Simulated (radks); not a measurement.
# Fractional charge and spin in the 5p shell of xenon

One table from this session's results is given with a row withheld; the runs are named, their logs left out.

Method: scalar-relativistic Kohn-Sham, LDA (Slater exchange, Perdew-Wang correlation), spin-polarised, spherical densities, finite nucleus. Code: radks (a radial shooting solver on a logarithmic mesh, Libxc functionals) version 1.

## Starting point

```
element            : xenon (Z = 54)
configuration      : [Kr] 4d10 5s2 5p(up 3, down 2)
nuclear rms radius : 4.7859 fm
```

A shell typed twice in an input gives spin up, then spin down.

The first run:

The run's settings:

```text
Z 54
configuration [Kr] 4d10 5s2 5p3 5p2
relativity scalar-relativistic
functional lda,pw
spin polarised
nucleus finite rms 4.7859 fm
c 137.035999084
```

Steps of the session up to this table: 5p: up 3, down 2.

One of the session's tables, all rows but one given; the rest of the session is left out.

It belongs to the step «5p: up 3, down 2». From the orbitals of this run (lengths in bohr):

```
  level     <r>  outermost maximum (interpolated)  90 % within  nodes
  4p up  0.7652                             0.693         1.12      2
4p down  0.7650                             0.693         1.12      2
  4d up       ?                                 ?            ?      ?
4d down  0.8763                             0.748         1.33      1
  5s up   1.819                              1.61         2.64      4
5s down   1.819                              1.60         2.64      4
  5p up   2.180                              1.87         3.22      3
5p down   2.190                              1.87         3.24      3
```

**Question.** Estimate the row for 4d up.

**Answer.** <r>: 0.8775; outermost maximum (interpolated): 0.748; 90 % within: 1.33; nodes: 1. In the column «<r>» it lies between 4d down (0.8763) and 5s up (1.819).
